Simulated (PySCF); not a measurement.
# Krypton: the same states on changed settings, part 2 of 2

Aim: see what changed settings do to total energies and their difference. The change: initial guess minao, at most 50 SCF cycles. A sound run of the same states serves as the yardstick.

PySCF 2.14.0; changed: initial guess minao, at most 50 SCF cycles. The scripts are equivalent inputs of a driver's runs. The steps go on from the part before.

**3. Changed run, Kr⁺: the ladder of methods**

#### UHF

Contents of input.py:

```python
from pyscf import gto, scf, dft, mp, cc
import basis_set_exchange as bse
txt = bse.get_basis("cc-pVTZ-PP", elements=["Kr"], fmt="nwchem", header=False)
cut = txt.index("\nECP")
mol = gto.M(atom="Kr 0 0 0", charge=1, spin=1, symmetry="D2h",
            basis=gto.basis.parse(txt[:cut]),
            ecp={"Kr": gto.basis.parse_ecp(txt[cut:])})
mf = scf.UHF(mol)
mf.irrep_nelec = {'Ag': (4, 4), 'B1g': (1, 1), 'B2g': (1, 1), 'B3g': (1, 1), 'B1u': (2, 2), 'B2u': (2, 2), 'B3u': (2, 1)}
mf.init_guess = "minao"
mf.max_cycle = 50
mf.kernel()
```

What it wrote:

```text
damping factor = 0
level_shift factor = 0
DIIS = <class 'pyscf.scf.diis.CDIIS'>
diis_start_cycle = 1
diis_space = 10
diis_damp = 0
SCF conv_tol = 1e-09
SCF conv_tol_grad = None
number electrons alpha = 13  beta = 12
irrep_nelec {'Ag': (4, 4), 'B1g': (1, 1), 'B2g': (1, 1), 'B3g': (1, 1), 'Au': (0, 0), 'B1u': (2, 2), 'B2u': (2, 2), 'B3u': (2, 1)}
alpha HOMO (B1u) = 0.271755750544747  LUMO (Ag) = 0.693814226882417

WARN: HOMO 0.271755750544747 >= LUMO 0.271755750544747

cycle= 1 E= -455.422544748177  delta_E= 31.3  |g|= 5.65  |ddm|= 6.02
alpha HOMO (B1u) = -1.67102973531616  LUMO (Ag) = -0.545696526910138
  HOMO = -1.65949071866  LUMO = -1.51211442443  gap/eV = 4.01031
cycle= 2 E= -460.880414129925  delta_E= -5.46  |g|= 2.05  |ddm|= 6.64
alpha HOMO (B2u) = -0.920359446792482  LUMO (Ag) = -0.0105042091988121
  HOMO = -0.893802852317  LUMO = -0.502677281414  gap/eV = 10.64307
cycle= 3 E= -461.712067961126  delta_E= -0.832  |g|= 0.125  |ddm|= 3.27
alpha HOMO (B2u) = -0.902968351868031  LUMO (Ag) = 0.0640471120871613
  HOMO = -0.877290056892  LUMO = -0.43016802185  gap/eV = 12.16681
cycle= 4 E= -461.716494039962  delta_E= -0.00443  |g|= 0.0233  |ddm|= 0.382
alpha HOMO (B2u) = -0.915465672161479  LUMO (Ag) = 0.0553485978665531
  HOMO = -0.891276859858  LUMO = -0.445241614102  gap/eV = 12.13724
cycle= 5 E= -461.716657956225  delta_E= -0.000164  |g|= 0.00337  |ddm|= 0.0363
alpha HOMO (B2u) = -0.914816234444628  LUMO (Ag) = 0.0553335889005719
  HOMO = -0.891312991457  LUMO = -0.44420279042  gap/eV = 12.16649
cycle= 6 E= -461.716665806812  delta_E= -7.85e-06  |g|= 0.000607  |ddm|= 0.0101
alpha HOMO (B1u) = -0.914544379656198  LUMO (Ag) = 0.0554911951033112
  HOMO = -0.891180810214  LUMO = -0.443807043433  gap/eV = 12.17366
cycle= 7 E= -461.716666029204  delta_E= -2.22e-07  |g|= 5.75e-05  |ddm|= 0.00129
alpha HOMO (B1u) = -0.914572662827252  LUMO (Ag) = 0.0554702194854926
  HOMO = -0.891221858043  LUMO = -0.443839388837  gap/eV = 12.17390
cycle= 8 E= -461.716666030465  delta_E= -1.26e-09  |g|= 4.89e-06  |ddm|= 0.000178
alpha HOMO (B2u) = -0.914571136882938  LUMO (Ag) = 0.0554695551486084
  HOMO = -0.891221970291  LUMO = -0.443839844454  gap/eV = 12.17389
cycle= 9 E= -461.716666030485  delta_E= -2.01e-11  |g|= 6.23e-07  |ddm|= 2.44e-05
converged SCF energy = -461.716666030485  <S^2> = 0.75743705  2S+1 = 2.0074233
```

Time after the integrals: 0.17 s (1 thread of Neoverse-V1, shared host).

The occupied shells:

```tsv
shell	electrons	mean orbital energy (eV)	spread (eV)	rms radius (bohr)
3s α	1	-306.27	0	0.567
3s β	1	-305.94	0	0.567
3p α	3	-243.09	0.824	0.583
3p β	3	-242.72	0.057	0.583
3d α	5	-114.27	0.759	0.605
3d β	5	-114.03	0.345	0.605
4s α	1	-44.472	0	1.66
4s β	1	-41.186	0	1.66
4p α	3	-25.595	2.125	1.98
4p β	2	-24.251	0	1.98
```

⟨S²⟩ = 0.757, ⟨L²⟩ = 2.03.

Energies and moments cover only the electrons outside the core potential.

#### B3LYP

input.py differs from the last one in:

```diff
@@ -7,3 +7,3 @@
             ecp={"Kr": gto.basis.parse_ecp(txt[cut:])})
-mf = scf.UHF(mol)
+mf = dft.UKS(mol, xc="B3LYP")
 mf.irrep_nelec = {'Ag': (4, 4), 'B1g': (1, 1), 'B2g': (1, 1), 'B3g': (1, 1), 'B1u': (2, 2), 'B2u': (2, 2), 'B3u': (2, 1)}
```

What it wrote:

```text
damping factor = 0
level_shift factor = 0
DIIS = <class 'pyscf.scf.diis.CDIIS'>
diis_start_cycle = 1
diis_space = 10
diis_damp = 0
SCF conv_tol = 1e-09
SCF conv_tol_grad = None
number electrons alpha = 13  beta = 12
irrep_nelec {'Ag': (4, 4), 'B1g': (1, 1), 'B2g': (1, 1), 'B3g': (1, 1), 'Au': (0, 0), 'B1u': (2, 2), 'B2u': (2, 2), 'B3u': (2, 1)}
XC functionals = B3LYP
    P. J. Stephens, F. J. Devlin, C. F. Chabalowski, and M. J. Frisch.,  J. Phys. Chem. 98, 11623 (1994)
alpha HOMO (B3u) = 0.1838253928545  LUMO (Ag) = 0.661471602093616

WARN: HOMO 0.1838253928545 >= LUMO 0.183825392854498

cycle= 1 E= -455.746306735765  delta_E= 27.4  |g|= 6.33  |ddm|= 5.05
alpha HOMO (B2u) = -1.88837462392978  LUMO (Ag) = -0.818101575643938
  HOMO = -1.88414122254  LUMO = -1.87196752088  gap/eV = 0.33126
cycle= 2 E= -460.819781958028  delta_E= -5.07  |g|= 3.19  |ddm|= 7.98
alpha HOMO (B1u) = -0.782724185059486  LUMO (Ag) = -0.125141500973598
  HOMO = -0.767352457821  LUMO = -0.701872993069  gap/eV = 1.78179
cycle= 3 E= -463.124716527673  delta_E= -2.3  |g|= 0.166  |ddm|= 6.05
alpha HOMO (B1u) = -0.741985615972868  LUMO (Ag) = -0.0812744268712891
  HOMO = -0.725668025171  LUMO = -0.638421712898  gap/eV = 2.37409
cycle= 4 E= -463.127654945662  delta_E= -0.00294  |g|= 0.0412  |ddm|= 0.158
alpha HOMO (B1u) = -0.761996371064956  LUMO (Ag) = -0.0900849294343899
  HOMO = -0.746078231237  LUMO = -0.658574272083  gap/eV = 2.38110
cycle= 5 E= -463.12833231354  delta_E= -0.000677  |g|= 0.00315  |ddm|= 0.0778
alpha HOMO (B1u) = -0.762615369766204  LUMO (Ag) = -0.0903991553592114
  HOMO = -0.74689944408  LUMO = -0.659130219116  gap/eV = 2.38832
cycle= 6 E= -463.128334990653  delta_E= -2.68e-06  |g|= 0.000176  |ddm|= 0.00482
alpha HOMO (B2u) = -0.76253908768886  LUMO (Ag) = -0.0903670181418441
  HOMO = -0.746854732401  LUMO = -0.659028649291  gap/eV = 2.38987
cycle= 7 E= -463.128335002918  delta_E= -1.23e-08  |g|= 8.83e-06  |ddm|= 0.0003
alpha HOMO (B1u) = -0.762536199264091  LUMO (Ag) = -0.090367206473319
  HOMO = -0.746854425743  LUMO = -0.659028815538  gap/eV = 2.38986
cycle= 8 E= -463.128335002958  delta_E= -4.09e-11  |g|= 1.36e-06  |ddm|= 2.18e-05
converged SCF energy = -463.128335002958  <S^2> = 0.75201459  2S+1 = 2.0020136
```

It took 0.52 s on 1 thread of Neoverse-V1, shared host, the integrals not counted.

Energies and moments cover only the electrons outside the core potential.

#### PBE0

input.py differs from the last one in:

```diff
@@ -7,3 +7,3 @@
             ecp={"Kr": gto.basis.parse_ecp(txt[cut:])})
-mf = dft.UKS(mol, xc="B3LYP")
+mf = dft.UKS(mol, xc="PBE0")
 mf.irrep_nelec = {'Ag': (4, 4), 'B1g': (1, 1), 'B2g': (1, 1), 'B3g': (1, 1), 'B1u': (2, 2), 'B2u': (2, 2), 'B3u': (2, 1)}
```

What it wrote:

```text
damping factor = 0
level_shift factor = 0
DIIS = <class 'pyscf.scf.diis.CDIIS'>
diis_start_cycle = 1
diis_space = 10
diis_damp = 0
SCF conv_tol = 1e-09
SCF conv_tol_grad = None
number electrons alpha = 13  beta = 12
irrep_nelec {'Ag': (4, 4), 'B1g': (1, 1), 'B2g': (1, 1), 'B3g': (1, 1), 'Au': (0, 0), 'B1u': (2, 2), 'B2u': (2, 2), 'B3u': (2, 1)}
XC functionals = PBE0
    C. Adamo and V. Barone.,  J. Chem. Phys. 110, 6158 (1999)
    M. Ernzerhof and G. E. Scuseria.,  J. Chem. Phys. 110, 5029 (1999)
alpha HOMO (B3u) = 0.229765239660032  LUMO (Ag) = 0.673695109489516

WARN: HOMO 0.229765239660032 >= LUMO 0.229765239660032

cycle= 1 E= -455.97779522066  delta_E= 27.4  |g|= 6.19  |ddm|= 5.14
alpha HOMO (B1u) = -1.84414343140343  LUMO (Ag) = -0.786251184823055
  HOMO = -1.83914928948  LUMO = -1.81776440802  gap/eV = 0.58191
cycle= 2 E= -460.942269366896  delta_E= -4.96  |g|= 3.06  |ddm|= 7.68
alpha HOMO (B1u) = -0.792956619150558  LUMO (Ag) = -0.115481309242845
  HOMO = -0.775320306575  LUMO = -0.684898891107  gap/eV = 2.46049
cycle= 3 E= -463.024477875278  delta_E= -2.08  |g|= 0.15  |ddm|= 5.63
alpha HOMO (B2u) = -0.753842511955797  LUMO (Ag) = -0.0635196043853945
  HOMO = -0.735511114393  LUMO = -0.619166546075  gap/eV = 3.16590
cycle= 4 E= -463.027339097567  delta_E= -0.00286  |g|= 0.0389  |ddm|= 0.157
alpha HOMO (B1u) = -0.77499154453603  LUMO (Ag) = -0.0733125456381227
  HOMO = -0.757231706928  LUMO = -0.640644578809  gap/eV = 3.17250
cycle= 5 E= -463.027934246377  delta_E= -0.000595  |g|= 0.00211  |ddm|= 0.075
alpha HOMO (B2u) = -0.775117841736897  LUMO (Ag) = -0.0733929413823695
  HOMO = -0.757596730625  LUMO = -0.640626900861  gap/eV = 3.18291
cycle= 6 E= -463.027935885967  delta_E= -1.64e-06  |g|= 0.000218  |ddm|= 0.00495
alpha HOMO (B1u) = -0.775015662448709  LUMO (Ag) = -0.0733526326734424
  HOMO = -0.757536684462  LUMO = -0.640489994624  gap/eV = 3.18500
cycle= 7 E= -463.027935906367  delta_E= -2.04e-08  |g|= 1.13e-05  |ddm|= 0.000408
alpha HOMO (B1u) = -0.775019996355955  LUMO (Ag) = -0.0733565513205594
  HOMO = -0.757543234687  LUMO = -0.640496507875  gap/eV = 3.18500
cycle= 8 E= -463.027935906424  delta_E= -5.73e-11  |g|= 1.27e-06  |ddm|= 2.65e-05
converged SCF energy = -463.027935906424  <S^2> = 0.75278368  2S+1 = 2.0027817
```

It took 0.48 s on 1 thread of Neoverse-V1, shared host, the integrals not counted.

Energies and moments cover only the electrons outside the core potential.

#### MP2 (valence)

input.py differs from the last one in:

```diff
@@ -7,3 +7,3 @@
             ecp={"Kr": gto.basis.parse_ecp(txt[cut:])})
-mf = dft.UKS(mol, xc="PBE0")
+mf = scf.UHF(mol)
 mf.irrep_nelec = {'Ag': (4, 4), 'B1g': (1, 1), 'B2g': (1, 1), 'B3g': (1, 1), 'B1u': (2, 2), 'B2u': (2, 2), 'B3u': (2, 1)}
@@ -12 +12,2 @@
 mf.kernel()
+mp.UMP2(mf, frozen=9).kernel()
```

The driver printed no log here.

It took 0.02 s on 1 thread of Neoverse-V1, shared host, the integrals not counted.

With 7 electrons correlated, the MP2 correlation energy is -0.13911 hartree (-0.03162 same spin, -0.10749 opposite spin); the SCS form gives -0.13952. Largest pairs of shells: 4p-4p -0.0861, 4s-4p -0.0451, 4s-4s -0.0079.

#### CCSD(T) (valence)

input.py differs from the last one in:

```diff
@@ -12,2 +12,3 @@
 mf.kernel()
-mp.UMP2(mf, frozen=9).kernel()
+mycc = cc.CCSD(mf, frozen=9).run()
+mycc.ccsd_t()
```

What it wrote:

```text
CC2 = 0
CCSD nocc = (np.int64(4), np.int64(3)), nmo = (30, 30)
frozen orbitals [[0, 1, 2, 3, 4, 5, 6, 7, 8], [0, 1, 2, 3, 4, 5, 6, 7, 8]]
max_cycle = 100
direct = 0
conv_tol = 1e-08
conv_tol_normt = 1e-06
diis_space = 8
diis_start_cycle = 0
Init t2, MP2 energy = -0.139107310850457
Init E_corr(UCCSD) = -0.139107310850706
cycle = 1  E_corr(UCCSD) = -0.154781709037708  dE = -0.0156743982  norm(t1,t2) = 0.0335528
cycle = 2  E_corr(UCCSD) = -0.157799714125592  dE = -0.00301800509  norm(t1,t2) = 0.00982947
cycle = 3  E_corr(UCCSD) = -0.158960518095791  dE = -0.00116080397  norm(t1,t2) = 0.0036268
cycle = 4  E_corr(UCCSD) = -0.158915784609751  dE = 4.4733486e-05  norm(t1,t2) = 0.00040111
cycle = 5  E_corr(UCCSD) = -0.158915798313164  dE = -1.37034137e-08  norm(t1,t2) = 5.56941e-05
cycle = 6  E_corr(UCCSD) = -0.158916247718945  dE = -4.49405781e-07  norm(t1,t2) = 1.13077e-05
cycle = 7  E_corr(UCCSD) = -0.158916225904964  dE = 2.18139816e-08  norm(t1,t2) = 2.85295e-06
cycle = 8  E_corr(UCCSD) = -0.158916223143561  dE = 2.76140263e-09  norm(t1,t2) = 6.74127e-07
UCCSD converged
E(UCCSD) = -461.8755822536287  E_corr = -0.158916223143561
UCCSD(T) correction = -0.00401451617663037
```

Time after the integrals: 0.43 s (1 thread of Neoverse-V1, shared host).

CCSD correlation -0.15892 hartree, triples -0.00401; total -461.879597. T1 = 0.006, largest double amplitude 0.047.

**4. Against the sound run**

```tsv
species	method	converged	energy less sound run (eV)
Kr	UHF	yes	-0.0000
Kr	B3LYP	yes	+0.0000
Kr	PBE0	yes	-0.0000
Kr	MP2 (valence)	yes	+0.0000
Kr	CCSD(T) (valence)	yes	+0.0000
Kr⁺	UHF	yes	+0.0000
Kr⁺	B3LYP	yes	+0.0000
Kr⁺	PBE0	yes	-0.0000
Kr⁺	MP2 (valence)	yes	-0.0000
Kr⁺	CCSD(T) (valence)	yes	-0.0000
```

Ionisation energy of Kr:

```tsv
method	sound run (eV)	changed run (eV)	shift (eV)
UHF	13.099	13.099	+0.000
B3LYP	14.143	14.143	-0.000
PBE0	14.083	14.083	-0.000
MP2	14.025	14.025	-0.000
SCS-MP2	13.941	13.941	-0.000
CCSD	13.907	13.907	+0.000
CCSD(T)	13.942	13.942	-0.000
```

**5. What came out**

This closing draws on all 2 parts.

```
                                 quantity                                       value
                                   change  initial guess minao, at most 50 SCF cycles
                           runs converged                                    10 of 10
largest shift of a converged total energy                                    0.000 eV
   largest shift of the ionisation energy                             -0.000 eV (MP2)
```

The difference hardly moves. Here the plain start reaches the same solutions.
